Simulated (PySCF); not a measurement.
# A gas-phase reaction: F3HSi + H2O → F3HOSi + H2

Aim: the reaction energy of `F[SiH](F)F` + `O` → `O[Si](F)(F)F` + `[H][H]`.

Computed with PySCF 2.14.0; each step states its level. No surroundings beyond the atoms listed, unless a continuum is named. Atoms count from 0, parts from 1.

### 1 Starting point

Each species was relaxed by itself at PBE0-D3(BJ)/def2-SVPD.

### 2 Reaction energy: wB97M-D3(BJ)/def2-TZVPD

Job settings and geometry (Å):

```
{"job": {"kind": "react", "xc": "wB97M-D3(BJ)", "basis": "def2-TZVPD"}, "charge": 0, "multiplicity": 1}
-1 F3HSi charge 0 multiplicity 1
F      0.121070     0.830120     1.348870
Si    -0.007680     0.045940    -0.048130
F     -1.187490    -1.035090     0.100230
F      1.364780    -0.753500    -0.294110
H     -0.280380     0.974170    -1.149320

-1 H2O charge 0 multiplicity 1
O      0.000100     0.389370     0.004760
H     -0.762930    -0.194500    -0.002100
H      0.762860    -0.194840    -0.002680

+1 F3HOSi charge 0 multiplicity 1
O     -0.235300    -0.763330     1.004190
Si     0.147100     0.078370    -0.327130
F      0.921870     1.442270     0.004330
F      1.090830    -0.842330    -1.225020
F     -1.139240     0.482960    -1.192860
H     -0.783060    -0.378050     1.691560

+1 H2 charge 0 multiplicity 1
H      0.380180     0.006240     0.007380
H     -0.380180    -0.006240    -0.007380
```

Method: wB97M-D3(BJ)/def2-TZVPD reaction energy of separated species, gas phase.

On the command line:

```sh
$ OMP_NUM_THREADS=1 python cluster_run.py task.json out
```

This one command runs all jobs of the session in turn.

Standard output:

```text
species 1 (F3HSi)
coarse grid: 24784 points
cycle   1  E = -589.9420627927  dE =  2.003e-01  |g| = 8.553e-01  |ddm| = 1.759e+00
cycle   2  E = -589.9335497617  dE =  8.513e-03  |g| = 9.982e-01  |ddm| = 9.303e-01
cycle   3  E = -590.0659408131  dE = -1.324e-01  |g| = 3.785e-02  |ddm| = 4.531e-01
cycle   4  E = -590.0662431126  dE = -3.023e-04  |g| = 1.057e-02  |ddm| = 5.415e-02
cycle   5  E = -590.0662731405  dE = -3.003e-05  |g| = 1.922e-03  |ddm| = 1.531e-02
cycle   6  E = -590.0662740578  dE = -9.174e-07  |g| = 3.983e-04  |ddm| = 2.821e-03
final grid: 52112 points
cycle   7  E = -590.0661825552  dE = -2.740e-07  |g| = 4.011e-04  |ddm| = 1.591e-03
cycle   8  E = -590.0661825583  dE = -3.165e-09  |g| = 4.134e-04  |ddm| = 4.239e-04
cycle   9  E = -590.0661825796  dE = -2.127e-08  |g| = 2.497e-05  |ddm| = 1.670e-04
cycle  10  E = -590.0661825798  dE = -2.515e-10  |g| = 8.604e-06  |ddm| = 3.900e-05
converged SCF energy = -590.0661825798

species 2 (H2O)
coarse grid: 10128 points
cycle   1  E = -76.4117498948  dE = -7.453e-02  |g| = 5.872e-01  |ddm| = 8.994e-01
cycle   2  E = -76.4087429616  dE =  3.007e-03  |g| = 6.461e-01  |ddm| = 5.038e-01
cycle   3  E = -76.4759334653  dE = -6.719e-02  |g| = 2.731e-02  |ddm| = 2.374e-01
cycle   4  E = -76.4760586682  dE = -1.252e-04  |g| = 5.497e-03  |ddm| = 1.609e-02
cycle   5  E = -76.4760673450  dE = -8.677e-06  |g| = 8.214e-04  |ddm| = 5.831e-03
final grid: 21952 points
cycle   6  E = -76.4760630089  dE = -1.975e-07  |g| = 5.842e-04  |ddm| = 1.373e-03
cycle   7  E = -76.4760630157  dE = -6.841e-09  |g| = 6.465e-04  |ddm| = 6.469e-04
cycle   8  E = -76.4760630793  dE = -6.362e-08  |g| = 3.199e-05  |ddm| = 2.235e-04
cycle   9  E = -76.4760630802  dE = -8.223e-10  |g| = 4.134e-06  |ddm| = 1.105e-04
converged SCF energy = -76.4760630802

species 3 (F3HOSi)
coarse grid: 29968 points
cycle   1  E = -665.2424106587  dE =  4.701e-01  |g| = 9.902e-01  |ddm| = 2.066e+00
cycle   2  E = -665.2500446910  dE = -7.634e-03  |g| = 1.063e+00  |ddm| = 1.122e+00
cycle   3  E = -665.4051804710  dE = -1.551e-01  |g| = 4.055e-02  |ddm| = 5.341e-01
cycle   4  E = -665.4055044934  dE = -3.240e-04  |g| = 1.108e-02  |ddm| = 4.397e-02
cycle   5  E = -665.4055343103  dE = -2.982e-05  |g| = 4.061e-03  |ddm| = 1.088e-02
cycle   6  E = -665.4055365950  dE = -2.285e-06  |g| = 1.797e-03  |ddm| = 2.995e-03
final grid: 63320 points
cycle   7  E = -665.4054983288  dE = -2.112e-07  |g| = 2.035e-03  |ddm| = 3.141e-03
cycle   8  E = -665.4054981774  dE =  1.514e-07  |g| = 2.328e-03  |ddm| = 1.662e-03
cycle   9  E = -665.4054988709  dE = -6.935e-07  |g| = 3.680e-05  |ddm| = 8.667e-04
cycle  10  E = -665.4054988716  dE = -6.787e-10  |g| = 2.588e-05  |ddm| = 6.845e-05
converged SCF energy = -665.4054988716

species 4 (H2)
coarse grid: 4944 points
cycle   1  E = -1.1694183770  dE = -2.751e-01  |g| = 9.865e-03  |ddm| = 4.504e-01
cycle   2  E = -1.1694526222  dE = -3.425e-05  |g| = 1.161e-03  |ddm| = 9.676e-03
cycle   3  E = -1.1694533044  dE = -6.822e-07  |g| = 1.815e-04  |ddm| = 1.918e-03
final grid: 10744 points
cycle   4  E = -1.1694519426  dE = -2.406e-08  |g| = 4.114e-05  |ddm| = 3.870e-04
cycle   5  E = -1.1694519439  dE = -1.270e-09  |g| = 9.628e-06  |ddm| = 9.175e-05
cycle   6  E = -1.1694519439  dE = -7.527e-11  |g| = 3.020e-07  |ddm| = 2.872e-05
converged SCF energy = -1.1694519439

Reaction energy = -20.981 kcal/mol
```

Run time: 29 s. Hardware: 1 thread of Arm Neoverse N1, shared host; peak memory 0.69 GiB.

Species by species (with the dispersion term, which the log's SCF energies lack):

```
 ν       species  energy (Eh)  HOMO (eV)
-1    F[SiH](F)F   -590.06929     -13.84
-1             O    -76.47682     -11.72
+1  O[Si](F)(F)F   -665.40988     -13.40
+1        [H][H]     -1.16967     -14.48
```

### 3 Energies of the species: PBE0-D3(BJ)/def2-TZVPD

Settings changed since step 2:

```diff
@@ -1,2 +1,2 @@
-{"job": {"kind": "react", "xc": "wB97M-D3(BJ)", "basis": "def2-TZVPD"}, "charge": 0, "multiplicity": 1}
+{"job": {"kind": "react", "xc": "PBE0", "basis": "def2-TZVPD", "disp": "d3bj"}, "charge": 0, "multiplicity": 1}
 -1 F3HSi charge 0 multiplicity 1
```

Method: PBE0-D3(BJ)/def2-TZVPD reaction energy of separated species, gas phase.

Standard output:

```text
species 1 (F3HSi)
coarse grid: 5504 points
cycle   1  E = -589.4427255876  dE =  2.683e-01  |g| = 8.632e-01  |ddm| = 1.849e+00
cycle   2  E = -589.2862618999  dE =  1.565e-01  |g| = 1.369e+00  |ddm| = 1.093e+00
cycle   3  E = -589.5573154406  dE = -2.711e-01  |g| = 2.603e-02  |ddm| = 6.651e-01
cycle   4  E = -589.5573975333  dE = -8.209e-05  |g| = 1.026e-02  |ddm| = 3.224e-02
cycle   5  E = -589.5574117012  dE = -1.417e-05  |g| = 4.552e-04  |ddm| = 7.021e-03
cycle   6  E = -589.5574117645  dE = -6.329e-08  |g| = 2.574e-04  |ddm| = 9.986e-04
final grid: 52112 points
cycle   7  E = -589.5663163908  dE = -3.708e-05  |g| = 3.335e-03  |ddm| = 1.668e-02
cycle   8  E = -589.5663150290  dE =  1.362e-06  |g| = 4.516e-03  |ddm| = 3.388e-03
cycle   9  E = -589.5663177975  dE = -2.768e-06  |g| = 2.430e-04  |ddm| = 2.073e-03
cycle  10  E = -589.5663178054  dE = -7.954e-09  |g| = 5.478e-05  |ddm| = 1.371e-04
cycle  11  E = -589.5663178058  dE = -3.804e-10  |g| = 1.347e-05  |ddm| = 4.449e-05
converged SCF energy = -589.5663178058

species 2 (H2O)
coarse grid: 2328 points
cycle   1  E = -76.3044312124  dE = -5.297e-03  |g| = 6.571e-01  |ddm| = 9.011e-01
cycle   2  E = -76.1882126107  dE =  1.162e-01  |g| = 1.036e+00  |ddm| = 7.256e-01
cycle   3  E = -76.3820308432  dE = -1.938e-01  |g| = 3.132e-02  |ddm| = 4.396e-01
cycle   4  E = -76.3822131441  dE = -1.823e-04  |g| = 5.864e-03  |ddm| = 1.606e-02
cycle   5  E = -76.3822182830  dE = -5.139e-06  |g| = 7.850e-04  |ddm| = 2.507e-03
final grid: 21952 points
cycle   6  E = -76.3808944391  dE = -1.510e-05  |g| = 3.449e-03  |ddm| = 9.317e-03
cycle   7  E = -76.3808924725  dE =  1.967e-06  |g| = 4.753e-03  |ddm| = 3.322e-03
cycle   8  E = -76.3808961903  dE = -3.718e-06  |g| = 2.518e-04  |ddm| = 1.965e-03
cycle   9  E = -76.3808962009  dE = -1.061e-08  |g| = 2.399e-05  |ddm| = 1.101e-04
cycle  10  E = -76.3808962010  dE = -1.118e-10  |g| = 3.293e-06  |ddm| = 1.516e-05
converged SCF energy = -76.3808962010

species 3 (F3HOSi)
coarse grid: 6592 points
cycle   1  E = -664.6317174932  dE =  5.479e-01  |g| = 1.046e+00  |ddm| = 2.163e+00
cycle   2  E = -664.4501065518  dE =  1.816e-01  |g| = 1.525e+00  |ddm| = 1.393e+00
cycle   3  E = -664.8011563613  dE = -3.510e-01  |g| = 4.346e-02  |ddm| = 8.413e-01
cycle   4  E = -664.8012690352  dE = -1.127e-04  |g| = 3.865e-02  |ddm| = 4.338e-02
cycle   5  E = -664.8014956732  dE = -2.266e-04  |g| = 5.757e-03  |ddm| = 1.927e-02
cycle   6  E = -664.8015004255  dE = -4.752e-06  |g| = 6.332e-04  |ddm| = 3.010e-03
final grid: 63320 points
cycle   7  E = -664.8106783764  dE = -4.389e-05  |g| = 5.877e-03  |ddm| = 2.006e-02
cycle   8  E = -664.8106710535  dE =  7.323e-06  |g| = 8.859e-03  |ddm| = 6.483e-03
cycle   9  E = -664.8106833823  dE = -1.233e-05  |g| = 3.322e-04  |ddm| = 4.143e-03
cycle  10  E = -664.8106833980  dE = -1.571e-08  |g| = 1.063e-04  |ddm| = 2.119e-04
cycle  11  E = -664.8106833993  dE = -1.314e-09  |g| = 4.171e-05  |ddm| = 7.401e-05
cycle  12  E = -664.8106833995  dE = -2.403e-10  |g| = 4.155e-06  |ddm| = 1.921e-05
converged SCF energy = -664.8106833995

species 4 (H2)
coarse grid: 1240 points
cycle   1  E = -1.1670614302  dE = -2.327e-01  |g| = 2.266e-02  |ddm| = 4.588e-01
cycle   2  E = -1.1672488642  dE = -1.874e-04  |g| = 3.233e-03  |ddm| = 1.896e-02
cycle   3  E = -1.1672533200  dE = -4.456e-06  |g| = 9.769e-05  |ddm| = 2.761e-03
final grid: 10744 points
cycle   4  E = -1.1681370767  dE = -1.929e-06  |g| = 2.740e-04  |ddm| = 1.571e-03
cycle   5  E = -1.1681371050  dE = -2.827e-08  |g| = 3.988e-05  |ddm| = 2.445e-04
cycle   6  E = -1.1681371056  dE = -6.316e-10  |g| = 1.263e-06  |ddm| = 3.104e-05
converged SCF energy = -1.1681371056

Reaction energy = -20.214 kcal/mol
```

Wall time 15 s (1 thread of Arm Neoverse N1, shared host); peak memory 0.61 GiB.

Reaction energy at this level: -20.21 kcal/mol.

### 4 Comparing the runs

Energies in kcal/mol, with wall time:

```
                    run  reaction  time
wB97M-D3(BJ)/def2-TZVPD    -20.98  29 s
 PBE0-D3(BJ)/def2-TZVPD    -20.21  15 s
```

### 5 Results

| quantity | value |
| --- | --- |
| reaction energy (wB97M-D3(BJ)/def2-TZVPD) | -20.98 kcal/mol |
| ΔH, ΔG at 298 K (xTB thermal terms) | -24.4, -23.1 kcal/mol |
| range of the reaction energy over the runs of this table | -20.98 to -20.21 kcal/mol |

**Reading.** The reaction is exothermic by 24.4 kcal/mol in the gas phase; dispersion gives -0.46, and xTB itself gave -10.69 for the electronic energy (xTB energies and thermal terms come from the earlier relaxation of each species, not shown). No barrier was sought. xTB and this level differ widely in the electronic energy, so what comes from xTB (the thermal terms above all) is less safe here. The reaction energy runs from -20.98 (wB97M-D3(BJ)/def2-TZVPD) to -20.21 kcal/mol (PBE0-D3(BJ)/def2-TZVPD).
